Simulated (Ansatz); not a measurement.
# BH3Se: the cost of one run

Computed with Ansatz 0.2.0, Gaussian basis. Level: PBE0-D4/def2-TZVP structures, single points in def2-TZVPP, no counterpoise correction.

Levels: SPW92, PBE-D4, BLYP-D4, r2SCAN-D4, B97M-V, PBE0-D4, B3LYP-D4, r2SCAN0-D4, BHLYP-D4, CAM-B3LYP-D4, wB97X-V, wB97M-V, B2PLYP, PBE-QIDH, RPA on PBE, Hartree-Fock, MP2, CCSD, CCSD(T).

Cores are frozen in the correlated methods. Filled d shells of the heavier atoms are correlated. B3LYP uses VWN-RPA correlation. B2PLYP carries no dispersion term here.

94 further runs of the same task are left out: 94 set aside as unsound or not needed.

**1. The starting structure**

The complex: 9 atoms, charge 0, spin multiplicity 1.

Atoms are counted from 1 here; the program's logs count them from 0.

Bond lengths: B1–N2 1.631 Å, B1–H3 1.205 Å, B1–H4 1.204 Å, B1–Se6 2.034 Å, N2–H5 1.017 Å, N2–H7 1.016 Å, N2–H8 1.018 Å, Se6–H9 1.470 Å. Angles: N2–B1–H3 106.0°, N2–B1–H4 106.5°, N2–B1–Se6 106.7°, H3–B1–H4 115.2°, H3–B1–Se6 108.2°, H4–B1–Se6 113.7°, B1–N2–H5 109.7°, B1–N2–H7 110.5°, B1–N2–H8 111.8°, H5–N2–H7 107.1°, H5–N2–H8 109.0°, H7–N2–H8 108.6°, B1–Se6–H9 97.6°.

Coordinates:

```xyz
9
charge 0, multiplicity 1
B    -0.5319   -0.5263   -0.0933
N    -0.0650    0.9279    0.4775
H    -1.6376   -0.3656   -0.5457
H    -0.4640   -1.2941    0.8310
H    -0.0317    1.6008   -0.2839
Se    0.7222   -0.9821   -1.6290
H     0.8712    0.8721    0.8684
H    -0.6970    1.2723    1.1969
H     1.8339   -1.5049   -0.8219
```

Its parts: BH3Se holds atoms 1, 3, 4, 6, 9; NH3 holds atoms 2, 5, 7, 8. Each part counts its atoms afresh in its own runs.

**2. Relaxing BH3Se alone**

relax-a/in.yaml

```yaml
crystal:
  periodic: [false, false, false]
  atoms:
    - {symbol: B, position_ang: [-0.531946, -0.526319, -0.093339]}
    - {symbol: H, position_ang: [-1.637631, -0.365575, -0.545694]}
    - {symbol: H, position_ang: [-0.464023, -1.294149, 0.831040]}
    - {symbol: Se, position_ang: [0.722154, -0.982081, -1.629045]}
    - {symbol: H, position_ang: [1.833938, -1.504938, -0.821907]}
basis:
  gaussian: {orbitals: def2-TZVP}
hamiltonian: {xc: pbe0, dispersion: d4}
relax: {f_tol: 0.005, max_steps: 200}
```

Started as:

```
> ansatz run in.yaml --threads 4 --pin off --events-out ev --progress --plain --max-ram 9574MiB
```

**Question.** How long does this run take on 4 threads of Arm Neoverse V2, shared host?

About 4.6 s.
